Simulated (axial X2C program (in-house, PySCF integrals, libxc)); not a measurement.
# A two-component session on InO⁺: properties at the nuclei

Aim: properties at the nuclei of InO⁺, with spin–orbit coupling in the Hamiltonian from the start.

Method: two-component X2C with atomic mean-field terms, In dyall-acv3z, O dyall-av3z; program: an in-house X2C program for linear molecules on PySCF integrals.

All values are calculated.

### 1 Set-up

The input, task.json:

```json
{"zs": [49, 8], "q": 1, "bas": ["dyall-acv3z", "dyall-av3z"], "r0": 1.93, "levels": ["PBE0", "HF", "B3LYP"], "nst": 1, "ff": 1, "thr": -3.5, "nmax": 130, "opt": {"ecut": 60}}
```

Keys: zs atomic numbers; q charge; bas basis sets; r0 starting distance in Å; levels methods (HF also brings MP2); nst determinants followed; ff finite-field run; thr threshold in hartree for freezing inner shells (an s shell follows its p shell); nmax most natural virtual spinors; ecut virtual cutoff in hartree.

On the command line:

```console
python soeom.py task.json out
```

Nuclei are Gaussian, cores are contracted, and the Gaunt term is on.

### 2 Expectation values, lowest determinant

R = 2.136 Å. State: Ω = 2 (excess of +ω over −ω: ω = 1/2, ω = 3/2).

Output of the PBE0 run:

```text
two-component X2C + atomic mean field  PBE0
basis functions 199  fitting functions 1031  grid points 5080
iter        total energy     max residual
   1      -5953.056795323     6.61e-06
   2      -5953.056795324     5.81e-06
converged
one-electron -8368.62974685  Coulomb 2490.83481873  exact exchange -41.62552889  xc functional -127.47087258  nuclear repulsion 97.11491886  atomic mean-field constant -3.28038460
```

The highest occupied spinor is 90% O p, 3% In p, 2% In d.

| level | Eeff magnitude (GV/cm) | Ws magnitude In (kHz) | A∥/gI In (MHz) | qzz In (a.u.) | A∥/gI O (MHz) | qzz O (a.u.) |
| --- | --- | --- | --- | --- | --- | --- |
| PBE0 | 14.5 | 4.19 | 982 | -1.91 | 227 | 1.02 |
| HF | 18.4 | 5.37 | 270 | -1.82 | 257 | 1.51 |
| B3LYP | 13.4 | 3.88 | 981 | -1.75 | 234 | 1.01 |

Eeff is the effective electric field on the electron dipole moment in this Ω state and Ws the scalar–pseudoscalar constant (defined with the proton number Z and per Ω); A∥ is the parallel hyperfine constant, which follows by multiplying with the nuclear g factor gI = μI/(I μN); qzz is the electric field gradient, eQq0 = 234.96 MHz × Q/barn × qzz. The operators were transformed with the bare-nucleus X2C matrices.

### 3 Finite-field coupled cluster

Output:

```text
two-component X2C + atomic mean field  HF
basis functions 199  fitting functions 1031  grid points 5080
iter        total energy     max residual
   1      -5950.462509416     2.05e-01
   2      -5950.490847623     1.03e-02
   3      -5950.493660536     7.51e-03
   4      -5950.494850286     4.91e-03
   5      -5950.495391774     3.24e-03
   6      -5950.495583396     1.64e-03
   7      -5950.495670077     8.76e-04
   8      -5950.495712062     3.88e-04
   9      -5950.495723582     5.85e-05
  10      -5950.495724141     2.65e-05
  11      -5950.495724185     2.20e-05
  12      -5950.495724209     1.72e-05
  13      -5950.495724221     1.20e-05
  14      -5950.495724228     6.64e-06
  15      -5950.495724231     1.71e-06
  16      -5950.495724231     8.29e-07
converged
one-electron -8368.69783485  Coulomb 2491.00275265  exact exchange -166.63517629  xc functional 0.00000000  nuclear repulsion 97.11491886  atomic mean-field constant -3.28038460
correlated 18  virtual 308  natural virtual 130  E(MP2) -0.643940623  MP2 remainder -0.022186549
iter   CCSD correlation   residual
   1     -0.591099109   1.18e-01
   2     -0.604281594   4.96e-02
   3     -0.607336003   2.71e-02
   4     -0.607699492   1.41e-02
   5     -0.608131055   7.97e-03
   6     -0.608301075   3.86e-03
   7     -0.608326723   1.35e-03
   8     -0.608345122   4.34e-04
   9     -0.608334554   1.82e-04
  10     -0.608339363   7.58e-05
  11     -0.608338724   3.25e-05
  12     -0.608339183   1.79e-05
  13     -0.608339093   1.18e-05
  14     -0.608339007   8.27e-06
  15     -0.608339036   5.41e-06
  16     -0.608339082   3.06e-06
  17     -0.608339086   1.43e-06
(T) -0.018996021  T1 0.0315  D1 0.0984  max T2 0.073
```

T1 in the output is the amplitude norm over the root of the electron number; divide by √2 for the Lee–Taylor value.

18 electrons correlated in 130 natural virtual spinors, MP2 remainder added; T1 = 0.022.

| level | Eeff magnitude (GV/cm) | Ws magnitude In (kHz) | A∥/gI In (MHz) | qzz In (a.u.) | A∥/gI O (MHz) |
| --- | --- | --- | --- | --- | --- |
| HF | 18.4 | 5.37 | 270 | -1.83 | 257 |
| MP2 | 10.9 | 3.19 | 686 | -1.31 | 252 |
| CCSD | 14.2 | 4.12 | 793 | -1.83 | 239 |
| CCSD(T) | 13.6 | 3.96 | 858 | -1.86 | 238 |

### 4 Outcome

```
                       quantity                                           value
             lowest determinant  Ω = 2 (excess of +ω over −ω: ω = 1/2, ω = 3/2)
   Eeff magnitude (GV/cm), PBE0                                            14.5
    Ws magnitude In (kHz), PBE0                                            4.19
           A∥/gI In (MHz), PBE0                                             982
            qzz In (a.u.), PBE0                                           -1.91
Eeff magnitude (GV/cm), CCSD(T)                                            13.6
 Ws magnitude In (kHz), CCSD(T)                                            3.96
        A∥/gI In (MHz), CCSD(T)                                             858
         qzz In (a.u.), CCSD(T)                                           -1.86
```

In the first state, the effective field runs from 13.4 to 18.4 GV/cm over the mean-field levels. The expectation values come from single determinants, which for open shells can mix terms of unlike spin or miss the lowest Ω, so a determinant need not be a state. Eeff is the effective electric field on the electron dipole moment in this Ω state and Ws the scalar–pseudoscalar constant (defined with the proton number Z and per Ω); A∥ is the parallel hyperfine constant, which follows by multiplying with the nuclear g factor gI = μI/(I μN); qzz is the electric field gradient, eQq0 = 234.96 MHz × Q/barn × qzz. The operators were transformed with the bare-nucleus X2C matrices. Correlation of the inner shells is missing, which matters for properties at the nucleus.
